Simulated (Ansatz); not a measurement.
# C₂H₁₀AsIn: a ladder of functionals and wavefunction methods

An exercise on one series of results from a longer session: the logs are not shown, and one member is left open.

Program: Ansatz 0.2.0, Gaussian basis. Level of theory: functionals in def2-TZVPP, the program's frozen cores in correlated methods. These are calculated values, not measurements.

The runs, in order: LDA (SPW92), PBE-D4, revPBE-D4, BLYP-D4, r2SCAN-D4, B97M-V, PBE0-D4, B3LYP-D4, r2SCANh-D4, r2SCAN0-D4, HSE06-D4, BHLYP-D4, CAM-B3LYP-D4, LC-ωPBE, ωB97X-V, ωB97M-V, B2PLYP, PBE-QIDH; CCSD(T)/def2-SVP; MP2/def2-TZVPP; MP2/def2-QZVPP; RPA on PBE.

**The relaxed structure**

An earlier PBE0-D4 in a triple-zeta def2 set relaxation fixed the geometry. In takes the def2 core potential; no spin-orbit term is included.

SMILES `[CH3][InH-]([CH3])[AsH3+]`, 14 atoms, charge 0, spin multiplicity 1.

Atoms are counted from 1 here; the program's logs count them from 0.

Bond lengths: C1–In2 2.170 Å, C1–H5 1.091 Å, C1–H6 1.093 Å, C1–H7 1.092 Å, In2–C3 2.170 Å, In2–As4 2.971 Å, In2–H8 1.740 Å, C3–H9 1.091 Å, C3–H10 1.093 Å, C3–H11 1.092 Å, As4–H12 1.512 Å, As4–H13 1.513 Å, As4–H14 1.513 Å. Angles: In2–C1–H5 111.4°, In2–C1–H6 109.5°, In2–C1–H7 111.2°, H5–C1–H6 107.8°, H5–C1–H7 108.9°, H6–C1–H7 107.9°, C1–In2–C3 119.3°, C1–In2–As4 94.9°, C1–In2–H8 119.5°, C3–In2–As4 94.9°, C3–In2–H8 119.5°, As4–In2–H8 93.7°, In2–C3–H9 111.4°, In2–C3–H10 109.5°, In2–C3–H11 111.2°, H9–C3–H10 107.8°, H9–C3–H11 108.9°, H10–C3–H11 107.9° and more.

Set-up of the first run:

in.yaml reads:

```yaml
crystal:
  periodic: [false, false, false]
  atoms:
    - {symbol: C, position_ang: [-1.480706, 1.616462, -0.293250]}
    - {symbol: In, position_ang: [-0.264898, 0.335714, 0.967699]}
    - {symbol: C, position_ang: [1.888667, 0.600548, 0.985966]}
    - {symbol: As, position_ang: [-0.225351, -1.936988, -0.945630]}
    - {symbol: H, position_ang: [-2.446420, 1.157566, -0.512043]}
    - {symbol: H, position_ang: [-1.668424, 2.562877, 0.220115]}
    - {symbol: H, position_ang: [-0.973522, 1.840260, -1.233693]}
    - {symbol: H, position_ang: [-1.023883, -0.593644, 2.228150]}
    - {symbol: H, position_ang: [2.397669, -0.303478, 1.324767]}
    - {symbol: H, position_ang: [2.151524, 1.409682, 1.672075]}
    - {symbol: H, position_ang: [2.261381, 0.866849, -0.004975]}
    - {symbol: H, position_ang: [-0.717263, -3.315754, -0.567864]}
    - {symbol: H, position_ang: [1.073569, -2.407953, -1.561202]}
    - {symbol: H, position_ang: [-0.985242, -1.861342, -2.251213]}
basis:
  gaussian: {orbitals: def2-TZVPP}
hamiltonian: {xc: lda}
output: {orbitals: {seedname: orbitals}}
```

Launch:

```console
> ansatz run in.yaml --threads 4 --pin off --events-out ev --progress --plain --max-ram 11315MiB
```

Steps of the session up to this table: LDA; PBE-D4 (GGA); revPBE-D4 (GGA); BLYP-D4 (GGA); r2SCAN-D4 (meta-GGA); B97M-V (meta-GGA); B3LYP-D4 (hybrid); r2SCANh-D4 (hybrid); r2SCAN0-D4 (hybrid); HSE06-D4 (hybrid); BHLYP-D4 (hybrid); CAM-B3LYP-D4 (range-separated); LC-ωPBE (range-separated); ωB97X-V (range-separated); ωB97M-V (range-separated); B2PLYP (double hybrid); PBE-QIDH (double hybrid).

One table of the session follows, with a row left open; its other results are not shown here.

It belongs to the step «Frontier levels by functional». 

| functional | HOMO (eV) | gap (eV) |
| --- | --- | --- |
| LDA (SPW92) | -5.87 | 4.58 |
| PBE-D4 | -5.70 | 4.64 |
| revPBE-D4 | -5.63 | 4.67 |
| BLYP-D4 | -5.56 | 4.53 |
| r2SCAN-D4 | -5.89 | 5.17 |
| B97M-V | -5.95 | 5.02 |
| PBE0-D4 | -6.82 | 6.53 |
| B3LYP-D4 | -6.61 | 6.04 |
| r2SCANh-D4 | -6.32 | 5.88 |
| r2SCAN0-D4 | -6.96 | 6.93 |
| HSE06-D4 | -6.42 | 5.78 |
| BHLYP-D4 | -7.84 | 8.21 |
| CAM-B3LYP-D4 | -8.13 | 8.62 |
| LC-ωPBE | ? | ? |
| ωB97X-V | -9.10 | 10.54 |
| ωB97M-V | -9.02 | 10.06 |

Q: Estimate the row for LC-ωPBE from the others.

As computed: HOMO (eV): -9.47; gap (eV): 11.04. In the column «HOMO (eV)» it is the lowest.
